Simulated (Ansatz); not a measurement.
# F3H5Si2: the cost of one run

All numbers below are computed with Ansatz 0.2.0 (RKS r2SCAN-D4/6-31G*).

**1. The starting structure**

Bond lengths: Si1–F2 1.940 Å, Si1–H3 1.460 Å, Si1–F4 1.589 Å, Si1–F5 1.589 Å, Si1–Si6 2.520 Å, Si6–H7 1.460 Å, Si6–H8 1.460 Å, Si6–H9 1.460 Å, Si6–H10 1.641 Å. Angles (14 of 20 angles, heavy atoms first): F2–Si1–F4 109.5°, F2–Si1–F5 109.5°, F2–Si1–Si6 71.6°, F4–Si1–F5 109.5°, F4–Si1–Si6 70.0°, F5–Si1–Si6 70.0°, F2–Si1–H3 109.5°, H3–Si1–F4 109.5°, H3–Si1–F5 109.5°, H3–Si1–Si6 178.9°, Si1–Si6–H7 109.5°, Si1–Si6–H8 109.5°, Si1–Si6–H9 109.5°, Si1–Si6–H10 59.8°.

As a file:

```xyz
10

Si    0.0000    0.0000    0.0000
F     0.0000    0.0000    1.9400
H     1.3768    0.0000   -0.4862
F    -0.7489    1.2974   -0.5295
F    -0.7489   -1.2974   -0.5295
Si   -2.3914    0.0000    0.7946
H    -3.1794   -0.9102   -0.0313
H    -2.4426   -0.4389    2.1861
H    -2.9397    1.3491    0.6900
H    -1.1608    0.0000    1.8801
```

**2. Pulling towards end A**

Springs on the bonds that form and break draw the guess towards this end; the thresholds are loose.

input.yaml

```yaml
crystal:
  periodic: [false, false, false]
  atoms:
    - { symbol: Si, position_ang: [0.0, 0.0, 0.0] }
    - { symbol: F, position_ang: [0.0, 0.0, 1.94] }
    - { symbol: H, position_ang: [1.3768, 0.0, -0.4862] }
    - { symbol: F, position_ang: [-0.7489, 1.2974, -0.5295] }
    - { symbol: F, position_ang: [-0.7489, -1.2974, -0.5295] }
    - { symbol: Si, position_ang: [-2.3914, 0.0, 0.7946] }
    - { symbol: H, position_ang: [-3.1794, -0.9102, -0.0313] }
    - { symbol: H, position_ang: [-2.4426, -0.4389, 2.1861] }
    - { symbol: H, position_ang: [-2.9397, 1.3491, 0.69] }
    - { symbol: H, position_ang: [-1.1608, 0.0, 1.8801] }
basis:
  gaussian: { orbitals: "6-31G*" }
hamiltonian:
  xc: r2scan
  dispersion: d4
relax:
  f_tol: 0.15
  max_steps: 25
  restrain:
    - { distance: [0, 5], at: 3.42, k: 30.0 }
    - { distance: [9, 1], at: 2.12, k: 30.0 }
    - { distance: [0, 1], at: 1.59, k: 30.0 }
    - { distance: [9, 5], at: 1.46, k: 30.0 }
```

Run with:

```
$ ansatz run input.yaml --threads 2 --pin off --max-ram 3072MiB --backend cpu --events-out ev --progress --plain --runs-dir out
```

What time and memory should one allow on 2 threads of Arm Neoverse V1, shared host?

About 50 s, with a peak of 0.15 GiB.
